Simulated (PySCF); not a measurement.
# C2H2AlCl (SMILES C#[C][AlH][Cl]): a chain of runs, part 2 of 2

PySCF 2.14.0. The steps go on from the part before.

### 4 The energy at DF-CCSD(T)/6-31+G(d,p) (density fitting, spherical functions) (run 3)

calc.py reads:

```python
from pyscf import gto, cc

mol = gto.M(
    atom=[
    ('C', (0.273778, 0.898308, -1.642192)),
    ('C', (0.121508, 0.345134, -0.582268)),
    ('Al', (-0.092279, -0.489681, 1.115694)),
    ('Cl', (-1.134163, -2.320527, 1.206017)),
    ('H', (0.406047, 1.383891, -2.581607)),
    ('H', (0.467209, 0.118776, 2.438257)),
],
    basis='6-31+g**',
    max_memory=1860,
    verbose=4,
)

hf = mol.RHF()
hf = hf.density_fit()
hf.kernel()

mycc = cc.CCSD(hf, frozen=12).density_fit()
mycc.kernel()
e_t = mycc.ccsd_t()
e_tot = mycc.e_tot + e_t
print('Final energy', e_tot)
hf.analyze()
```

The run is started by

```sh
OMP_NUM_THREADS=1 python calc.py
```

Output:

```text
PySCF version 2.14.0

[INPUT] num. atoms = 6
[INPUT] num. electrons = 44
[INPUT] charge = 0
[INPUT] spin (= nelec alpha-beta = 2S) = 0
[INPUT] symmetry False subgroup None
[INPUT] Mole.unit = angstrom
[INPUT] Symbol           X                Y                Z      unit          X                Y                Z       unit  Magmom
[INPUT]  1 C      0.273778000000   0.898308000000  -1.642192000000 AA    0.517365438931   1.697556095506  -3.103293123952 Bohr   0.0
[INPUT]  2 C      0.121508000000   0.345134000000  -0.582268000000 AA    0.229616841944   0.652208736276  -1.100327051098 Bohr   0.0
[INPUT]  3 Al    -0.092279000000  -0.489681000000   1.115694000000 AA   -0.174382037049  -0.925362978403   2.108356098820 Bohr   0.0
[INPUT]  4 Cl    -1.134163000000  -2.320527000000   1.206017000000 AA   -2.143257450615  -4.385160494659   2.279041831570 Bohr   0.0
[INPUT]  5 H      0.406047000000   1.383891000000  -2.581607000000 AA    0.767317623701   2.615174976250  -4.878530191260 Bohr   0.0
[INPUT]  6 H      0.467209000000   0.118776000000   2.438257000000 AA    0.882897052932   0.224454110171   4.607637951304 Bohr   0.0

nuclear repulsion = 150.632599026625
number of shells = 42
number of NR pGTOs = 186
number of NR cGTOs = 90
basis = 6-31+g**
ecp = {}

******** <class 'pyscf.df.df_jk.DFRHF'> ********
method = DFRHF
initial guess = minao
damping factor = 0
level_shift factor = 0
DIIS = <class 'pyscf.scf.diis.CDIIS'>
diis_start_cycle = 1
diis_space = 8
diis_damp = 0
SCF conv_tol = 1e-09
SCF conv_tol_grad = None
SCF max_cycles = 50
direct_scf = False
Set gradient conv threshold to 3.16228e-05
Initial guess from minao.
******** <class 'pyscf.df.df.DF'> ********
auxbasis = None
Default auxbasis heavy-aug-cc-pvdz-jkfit is used for Al 6-31+g**
Default auxbasis heavy-aug-cc-pvdz-jkfit is used for H 6-31+g**
Default auxbasis heavy-aug-cc-pvdz-jkfit is used for C 6-31+g**
Default auxbasis heavy-aug-cc-pvdz-jkfit is used for Cl 6-31+g**
init E= -778.565626401257
  HOMO = -0.314628896737963  LUMO = -0.00598631767962399  gap/eV = 8.39859
cycle= 1 E= -778.262582696638  delta_E= 0.303  |g|= 0.348  |ddm|= 4.54
  HOMO = -0.415026593240602  LUMO = 0.0150000050679324  gap/eV = 11.70162
cycle= 2 E= -778.309765268868  delta_E= -0.0472  |g|= 0.111  |ddm|=  4.2
  HOMO = -0.414841162552172  LUMO = 0.0277063481265722  gap/eV = 12.04233
cycle= 3 E= -778.314056084941  delta_E= -0.00429  |g|= 0.0384  |ddm|= 0.449
  HOMO = -0.411143959916387  LUMO = 0.030161687274382  gap/eV = 12.00854
cycle= 4 E= -778.314609062949  delta_E= -0.000553  |g|= 0.0152  |ddm|= 0.382
  HOMO = -0.411401598610557  LUMO = 0.0290262028955794  gap/eV = 11.98465
cycle= 5 E= -778.314673921653  delta_E= -6.49e-05  |g|= 0.00259  |ddm|= 0.0668
  HOMO = -0.411715650139196  LUMO = 0.0288649025934351  gap/eV = 11.98881
cycle= 6 E= -778.314678960454  delta_E= -5.04e-06  |g|= 0.000988  |ddm|= 0.0265
  HOMO = -0.411577958622231  LUMO = 0.0289045765187126  gap/eV = 11.98614
cycle= 7 E= -778.314680246849  delta_E= -1.29e-06  |g|= 0.000484  |ddm|= 0.0119
  HOMO = -0.411639920682198  LUMO = 0.0289066536596723  gap/eV = 11.98788
cycle= 8 E= -778.314680697199  delta_E= -4.5e-07  |g|= 0.000219  |ddm|= 0.00402
  HOMO = -0.411622527739804  LUMO = 0.0289208919602633  gap/eV = 11.98780
cycle= 9 E= -778.314680800515  delta_E= -1.03e-07  |g|= 6.78e-05  |ddm|= 0.00164
  HOMO = -0.411641789668391  LUMO = 0.0289227255335236  gap/eV = 11.98837
cycle= 10 E= -778.314680808014  delta_E= -7.5e-09  |g|= 1.54e-05  |ddm|= 0.000535
  HOMO = -0.411640000663606  LUMO = 0.0289226424800892  gap/eV = 11.98832
cycle= 11 E= -778.314680808202  delta_E= -1.87e-10  |g|= 3.46e-06  |ddm|= 0.000152
  HOMO = -0.411641011091835  LUMO = 0.0289228819030063  gap/eV = 11.98835
Extra cycle  E= -778.314680808206  delta_E= -4.32e-12  |g|= 1.39e-06  |ddm|= 3.49e-05
converged SCF energy = -778.314680808206

******** <class 'pyscf.cc.dfccsd.RCCSD'> ********
CC2 = 0
CCSD nocc = 10, nmo = 78
frozen orbitals 12
max_cycle = 50
direct = 0
conv_tol = 1e-07
conv_tol_normt = 1e-05
diis_space = 6
diis_start_cycle = 0
diis_start_energy_diff = 1e+09
Init t2, MP2 energy = -778.744630360526  E_corr(MP2) -0.429949552320169
Init E_corr(RCCSD) = -0.429949552321174
cycle = 1  E_corr(RCCSD) = -0.445729159529593  dE = -0.0157796072  norm(t1,t2) = 0.0585942
cycle = 2  E_corr(RCCSD) = -0.458503108820073  dE = -0.0127739493  norm(t1,t2) = 0.0200622
cycle = 3  E_corr(RCCSD) = -0.460829686371635  dE = -0.00232657755  norm(t1,t2) = 0.00919172
cycle = 4  E_corr(RCCSD) = -0.462561552764176  dE = -0.00173186639  norm(t1,t2) = 0.00372248
cycle = 5  E_corr(RCCSD) = -0.462499183968203  dE = 6.2368796e-05  norm(t1,t2) = 0.00108186
cycle = 6  E_corr(RCCSD) = -0.462431146130215  dE = 6.8037838e-05  norm(t1,t2) = 0.000307252
cycle = 7  E_corr(RCCSD) = -0.462446810393866  dE = -1.56642637e-05  norm(t1,t2) = 0.000108362
cycle = 8  E_corr(RCCSD) = -0.462452321282387  dE = -5.51088852e-06  norm(t1,t2) = 3.27661e-05
cycle = 9  E_corr(RCCSD) = -0.462451075131144  dE = 1.24615124e-06  norm(t1,t2) = 1.42855e-05
cycle = 10  E_corr(RCCSD) = -0.462451280601562  dE = -2.05470418e-07  norm(t1,t2) = 5.96312e-06
cycle = 11  E_corr(RCCSD) = -0.462451171003912  dE = 1.0959765e-07  norm(t1,t2) = 1.87391e-06
cycle = 12  E_corr(RCCSD) = -0.462451124667687  dE = 4.6336225e-08  norm(t1,t2) = 7.44815e-07
RCCSD converged
E(RCCSD) = -778.7771319328737  E_corr = -0.4624511246676871
RCCSD(T) correction = -0.0172693372220169
Final energy -778.7944012700957
**** SCF Summaries ****
Total Energy =                        -778.314680808205935
Nuclear Repulsion Energy =             150.632599026625115
One-electron Energy =                -1375.199077391508126
Two-electron Energy =                  446.251797556677104
Two-electron Coulomb Energy =          503.069291177106948
DFT Exchange-Correlation Energy =      -56.817493620429843
HOMO-LUMO gap [eV] =                    11.988354158756609
**** MO energy ****
MO #1   energy= -104.803812414111  occ= 2
MO #2   energy= -58.5180838193408  occ= 2
MO #3   energy= -11.2603925633668  occ= 2
MO #4   energy= -11.2274529576296  occ= 2
MO #5   energy= -10.5435479309601  occ= 2
MO #6   energy= -8.0114157673091   occ= 2
MO #7   energy= -8.00971638155105  occ= 2
MO #8   energy= -8.00942747857905  occ= 2
MO #9   energy= -4.94060679217573  occ= 2
MO #10  energy= -3.25601148479472  occ= 2
MO #11  energy= -3.25386676960116  occ= 2
MO #12  energy= -3.25248431702453  occ= 2
MO #13  energy= -1.0786120908792   occ= 2
MO #14  energy= -1.03184780606924  occ= 2
MO #15  energy= -0.749540004438724 occ= 2
MO #16  energy= -0.627844076301272 occ= 2
MO #17  energy= -0.531555549655989 occ= 2
MO #18  energy= -0.493979602237928 occ= 2
MO #19  energy= -0.469752611926869 occ= 2
MO #20  energy= -0.451183940640142 occ= 2
MO #21  energy= -0.414965082744788 occ= 2
MO #22  energy= -0.411641011091835 occ= 2
MO #23  energy= 0.0289228819030063 occ= 0
MO #24  energy= 0.0461995049107937 occ= 0
MO #25  energy= 0.0640206518776933 occ= 0
MO #26  energy= 0.0742335444943771 occ= 0
MO #27  energy= 0.083283290580414  occ= 0
MO #28  energy= 0.0846570857531425 occ= 0
MO #29  energy= 0.104757819385714  occ= 0
MO #30  energy= 0.134381037013819  occ= 0
MO #31  energy= 0.143126605027833  occ= 0
MO #32  energy= 0.150357574203763  occ= 0
MO #33  energy= 0.163779980469465  occ= 0
MO #34  energy= 0.173041491503155  occ= 0
MO #35  energy= 0.174045684298234  occ= 0
MO #36  energy= 0.178705352788313  occ= 0
MO #37  energy= 0.202340084588752  occ= 0
MO #38  energy= 0.212408093044439  occ= 0
MO #39  energy= 0.226994765231335  occ= 0
MO #40  energy= 0.244893350036081  occ= 0
MO #41  energy= 0.259445430302546  occ= 0
MO #42  energy= 0.263557148067091  occ= 0
MO #43  energy= 0.274860924786256  occ= 0
MO #44  energy= 0.330710424489535  occ= 0
MO #45  energy= 0.36785263757608   occ= 0
MO #46  energy= 0.419780644165813  occ= 0
MO #47  energy= 0.442356627675606  occ= 0
MO #48  energy= 0.483501765590413  occ= 0
MO #49  energy= 0.518096381944788  occ= 0
MO #50  energy= 0.607496421439661  occ= 0
MO #51  energy= 0.685408717824713  occ= 0
MO #52  energy= 0.692471578034281  occ= 0
MO #53  energy= 0.764197273160849  occ= 0
MO #54  energy= 0.783437958423042  occ= 0
MO #55  energy= 0.842488774278114  occ= 0
MO #56  energy= 0.86403374191727   occ= 0
MO #57  energy= 0.883330658338616  occ= 0
MO #58  energy= 0.897789317308564  occ= 0
MO #59  energy= 0.900389716239982  occ= 0
MO #60  energy= 0.925157651288989  occ= 0
MO #61  energy= 0.977782289273912  occ= 0
MO #62  energy= 1.03985413462184   occ= 0
MO #63  energy= 1.05544137569098   occ= 0
MO #64  energy= 1.10186442040393   occ= 0
MO #65  energy= 1.16231776303642   occ= 0
MO #66  energy= 1.1639866647019    occ= 0
MO #67  energy= 1.18975650108742   occ= 0
MO #68  energy= 1.24112201183122   occ= 0
MO #69  energy= 1.25260840318134   occ= 0
MO #70  energy= 1.34356996743081   occ= 0
MO #71  energy= 1.43855812598929   occ= 0
MO #72  energy= 1.58143253343068   occ= 0
MO #73  energy= 1.60403407930494   occ= 0
MO #74  energy= 1.76083440628761   occ= 0
MO #75  energy= 1.78146999043795   occ= 0
MO #76  energy= 1.80592575777876   occ= 0
MO #77  energy= 1.80965358204345   occ= 0
MO #78  energy= 1.83417145915995   occ= 0
MO #79  energy= 2.23650740945869   occ= 0
MO #80  energy= 2.23824307826514   occ= 0
MO #81  energy= 2.39723734611567   occ= 0
MO #82  energy= 2.41300990857222   occ= 0
MO #83  energy= 2.43131430415549   occ= 0
MO #84  energy= 2.47370637188755   occ= 0
MO #85  energy= 2.71565844215507   occ= 0
MO #86  energy= 2.93252766140875   occ= 0
MO #87  energy= 3.1823549769925    occ= 0
MO #88  energy= 3.19640469044278   occ= 0
MO #89  energy= 3.30928566923226   occ= 0
MO #90  energy= 4.3046284326206    occ= 0
 ** Mulliken pop on meta-lowdin orthogonal AOs  **
 ** Mulliken pop  **
pop of  0 C 1s            1.99998
pop of  0 C 2s            1.00131
pop of  0 C 3s            0.00695
pop of  0 C 4s            0.00070
pop of  0 C 2px           0.94761
pop of  0 C 2py           1.01383
pop of  0 C 2pz           1.13015
pop of  0 C 3px           0.00109
pop of  0 C 3py           0.00232
pop of  0 C 3pz           0.00550
pop of  0 C 4px           0.00055
pop of  0 C 4py           0.00082
pop of  0 C 4pz           0.00093
pop of  0 C 3dxy          0.00034
pop of  0 C 3dyz          0.00244
pop of  0 C 3dz^2         0.00252
pop of  0 C 3dxz          0.00117
pop of  0 C 3dx2-y2       0.00037
pop of  1 C 1s            1.99998
pop of  1 C 2s            1.09875
pop of  1 C 3s            0.00576
pop of  1 C 4s            0.00216
pop of  1 C 2px           1.00133
pop of  1 C 2py           1.03857
pop of  1 C 2pz           1.19661
pop of  1 C 3px           0.00334
pop of  1 C 3py           0.00400
pop of  1 C 3pz           0.00473
pop of  1 C 4px           0.00028
pop of  1 C 4py           0.00092
pop of  1 C 4pz           0.00200
pop of  1 C 3dxy          0.00032
pop of  1 C 3dyz          0.00207
pop of  1 C 3dz^2         0.00227
pop of  1 C 3dxz          0.00098
pop of  1 C 3dx2-y2       0.00034
pop of  2 Al 1s           1.99999
pop of  2 Al 2s           1.99952
pop of  2 Al 3s           0.79496
pop of  2 Al 4s           0.00820
pop of  2 Al 5s           0.00050
pop of  2 Al 2px          1.99999
pop of  2 Al 2py          1.99998
pop of  2 Al 2pz          1.99998
pop of  2 Al 3px          0.24306
pop of  2 Al 3py          0.38735
pop of  2 Al 3pz          0.66050
pop of  2 Al 4px          0.00426
pop of  2 Al 4py          0.01090
pop of  2 Al 4pz          0.01074
pop of  2 Al 5px          0.00110
pop of  2 Al 5py          0.00218
pop of  2 Al 5pz          0.00278
pop of  2 Al 3dxy         0.00710
pop of  2 Al 3dyz         0.01087
pop of  2 Al 3dz^2        0.00974
pop of  2 Al 3dxz         0.00501
pop of  2 Al 3dx2-y2      0.00623
pop of  3 Cl 1s           2.00000
pop of  3 Cl 2s           1.99998
pop of  3 Cl 3s           1.82371
pop of  3 Cl 4s           0.00139
pop of  3 Cl 5s           0.00089
pop of  3 Cl 2px          2.00000
pop of  3 Cl 2py          1.99999
pop of  3 Cl 2pz          2.00000
pop of  3 Cl 3px          1.84755
pop of  3 Cl 3py          1.73688
pop of  3 Cl 3pz          1.93500
pop of  3 Cl 4px          0.00094
pop of  3 Cl 4py          0.00154
pop of  3 Cl 4pz          0.00227
pop of  3 Cl 5px          0.00132
pop of  3 Cl 5py          0.00100
pop of  3 Cl 5pz          0.00146
pop of  3 Cl 3dxy         0.00426
pop of  3 Cl 3dyz         0.00098
pop of  3 Cl 3dz^2        0.00192
pop of  3 Cl 3dxz         0.00033
pop of  3 Cl 3dx2-y2      0.00254
pop of  4 H 1s            0.81256
pop of  4 H 2s            0.01242
pop of  4 H 2px           0.00008
pop of  4 H 2py           0.00038
pop of  4 H 2pz           0.00126
pop of  5 H 1s            1.15811
pop of  5 H 2s            0.00065
pop of  5 H 2px           0.00034
pop of  5 H 2py           0.00042
pop of  5 H 2pz           0.00191
 ** Mulliken atomic charges  **
charge of    0C =     -0.11859
charge of    1C =     -0.36442
charge of    2Al =      0.83507
charge of    3Cl =     -0.36395
charge of    4H =      0.17331
charge of    5H =     -0.16142
Dipole moment(X, Y, Z, Debye):  0.97199,  1.89643, -0.77742
```

Wall time 33 s (1 thread of AMD EPYC 7R43 (Zen 3), shared host); peak memory 0.29 GiB.

### 5 The vertical excitations at ADC(2)/STO-6G (root kind ee) (run 4)

input.xyz reads:

```xyz
6

C      0.273778     0.898308    -1.642192
C      0.121508     0.345134    -0.582268
Al    -0.092279    -0.489681     1.115694
Cl    -1.134163    -2.320527     1.206017
H      0.406047     1.383891    -2.581607
H      0.467209     0.118776     2.438257
```

job.py reads:

```python
from pyscf import gto, scf, adc

mol = gto.M(
    atom='input.xyz',
    basis='sto-6g',
    cart=True,
    spin=0,
    charge=0,
    max_memory=1860,
    verbose=3,
)

mf = scf.RHF(mol)
mf.kernel()

myadc = adc.ADC(mf)
myadc.method = 'adc(2)'

myadc.method_type = 'ee'
e, vec, osc, x = myadc.kernel(nroots=5)

roots = e * 27.211386
print('root  energy (eV)  strength')
for i, (w, f) in enumerate(zip(roots, osc), 1):
    print('%3d %10.4f %10.5f' % (i, w, f))
```

The run is started by

```sh
OMP_NUM_THREADS=1 python job.py
```

Output:

```text
converged SCF energy = -775.714098146605
MP2 correlation energy of reference state (a.u.) = -0.18764236
root  energy (eV)  strength
  1     8.6133    0.00065
  2     8.9256    0.00026
  3     9.3364    0.09158
  4     9.8050    0.04947
  5    10.0380    0.00178
```

Wall time 3.6 s (1 thread of AMD EPYC 7R43 (Zen 3), shared host); peak memory 0.14 GiB.

The roots found:

```
excited state  energy (eV)  strength
            1        8.613    0.0006
            2        8.926    0.0003
            3        9.336    0.0916
            4        9.805    0.0495
            5       10.038    0.0018
```

### 6 Results

This closing draws on all 2 parts.

```
                                                                          quantity              value
                                run 1, HF/jun-cc-pV(D+d)Z: total energy at the end      -778.35864 Eh
                                          run 1, HF/jun-cc-pV(D+d)Z: dipole moment             2.06 D
                                            run 1, HF/jun-cc-pV(D+d)Z: HOMO energy          -11.21 eV
                                            run 1, HF/jun-cc-pV(D+d)Z: LUMO energy            0.63 eV
                                          run 1, HF/jun-cc-pV(D+d)Z: HOMO–LUMO gap           11.84 eV
                             run 2, HF/jun-cc-pV(D+d)Z: lowest harmonic wavenumber           117 cm⁻¹
                            run 2, HF/jun-cc-pV(D+d)Z: highest harmonic wavenumber          3613 cm⁻¹
                                      run 2, HF/jun-cc-pV(D+d)Z: zero-point energy        75.6 kJ/mol
run 2, HF/jun-cc-pV(D+d)Z: ideal-gas entropy at 1200 K (symmetry number 1 as used)  107.5 cal/(mol K)
                                          run 3, DF-CCSD(T)/6-31+G**: total energy      -778.79440 Eh
                  run 3, DF-CCSD(T)/6-31+G**: dipole moment (Hartree–Fock density)             2.27 D
                   run 3, DF-CCSD(T)/6-31+G**: HOMO energy (Hartree–Fock orbitals)          -11.20 eV
                   run 3, DF-CCSD(T)/6-31+G**: LUMO energy (Hartree–Fock orbitals)            0.79 eV
                 run 3, DF-CCSD(T)/6-31+G**: HOMO–LUMO gap (Hartree–Fock orbitals)           11.99 eV
          run 3, DF-CCSD(T)/6-31+G**: correlation energy (12 core orbitals frozen)         -479.7 mEh
                                        run 3, DF-CCSD(T)/6-31+G**: (T) correction         -17.27 mEh
                                         run 3, DF-CCSD(T)/6-31+G**: T1 diagnostic              0.013
                        run 4, ADC(2)/STO-6G: dipole moment (Hartree–Fock density)             2.84 D
                         run 4, ADC(2)/STO-6G: HOMO energy (Hartree–Fock orbitals)           -9.00 eV
                         run 4, ADC(2)/STO-6G: LUMO energy (Hartree–Fock orbitals)            6.70 eV
                       run 4, ADC(2)/STO-6G: HOMO–LUMO gap (Hartree–Fock orbitals)           15.70 eV
                                          run 4, ADC(2)/STO-6G: correlation energy         -187.6 mEh
                                    run 4, ADC(2)/STO-6G: lowest excitation energy            8.61 eV
```

**Reading.** The optimisation (run 1, HF/jun-cc-pV(D+d)Z) took 9 steps and changed the energy by -0.130 eV. All 12 modes (run 2, HF/jun-cc-pV(D+d)Z) are real, so the shape is a minimum at this level. Mulliken charges (run 2, HF/jun-cc-pV(D+d)Z) run from -0.32 on C1 to +0.62 on Al3; they depend strongly on the basis. The triples (run 3, DF-CCSD(T)/6-31+G**) make up 3.6 % of the correlation energy. The brightest of the 5 transitions from the ground state lies at 9.34 eV (133 nm, f = 0.092); the lowest, at 8.61 eV, has f = 0.001. Excitation energies in a minimal basis are rough.
